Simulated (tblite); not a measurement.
# C6H14OSSi: the cost of one run

The runs use tblite 0.8.0 and PySCF 2.14.0, with density-fitted response routines of our own; the level of theory stands in each step. All values are computed, except where a source is named. Atoms are numbered from 0 throughout.

## 1. Starting geometry

23 atoms, charge 0, multiplicity 1; geometry from: force field or distance geometry start.

Bonds of the start (Å): C0–C1 1.37, C1–S2 1.78, S2–C3 1.78, C3–O4 1.37, O4–Si5 1.68, Si5–C6 1.85, Si5–C7 1.89, Si5–C8 1.86, C0–H9 1.10, C0–H10 1.07, C1–H11 1.08, C3–H12 1.13, C3–H13 1.10, C6–H14 1.13, C6–H15 1.08, C6–H16 1.12, C7–H17 1.11, C7–H18 1.12, C7–H19 1.10, C8–H20 1.09, C8–H21 1.12, C8–H22 1.13.

## 2. Geometry optimisation with GFN2-xTB

What the job is given:

```
{"job": {"kind": "relax", "xc": "GFN2-xTB", "basis": "xTB"}, "charge": 0, "multiplicity": 1}
C      3.819500    -0.124000     0.313000
C      3.040000     0.763100    -0.375800
S      1.835800     0.016200    -1.456300
C      0.967600    -1.370500    -0.751900
O      0.145000    -1.124000     0.316500
Si    -1.159400    -0.091000     0.091300
C     -2.458900    -0.691600    -1.084000
C     -2.017000     0.062800     1.771500
C     -0.723400     1.646400    -0.416500
H      3.586300    -1.181000     0.116800
H      4.577700     0.195900     1.001800
H      3.161600     1.827200    -0.250800
H      1.762000    -2.069300    -0.345100
H      0.429400    -1.874300    -1.573500
H     -3.003200     0.234300    -1.444900
H     -2.098800    -1.279600    -1.909400
H     -3.228500    -1.239600    -0.477300
H     -2.321100    -0.958900     2.077600
H     -2.936800     0.659500     1.556200
H     -1.366300     0.553300     2.503600
H      0.351700     1.813100    -0.409100
H     -1.106300     1.900700    -1.435700
H     -1.261700     2.358400     0.269600
```

The run is started by

```sh
$ OMP_NUM_THREADS=1 python probes_run.py task.json out
```

One launch serves the whole session: the jobs run in the order shown.

**Question.** How long does this first job take on 1 thread of Arm Neoverse V1, shared host, and how much memory does it need?

About 1.8 s, with a peak of 0.18 GiB.
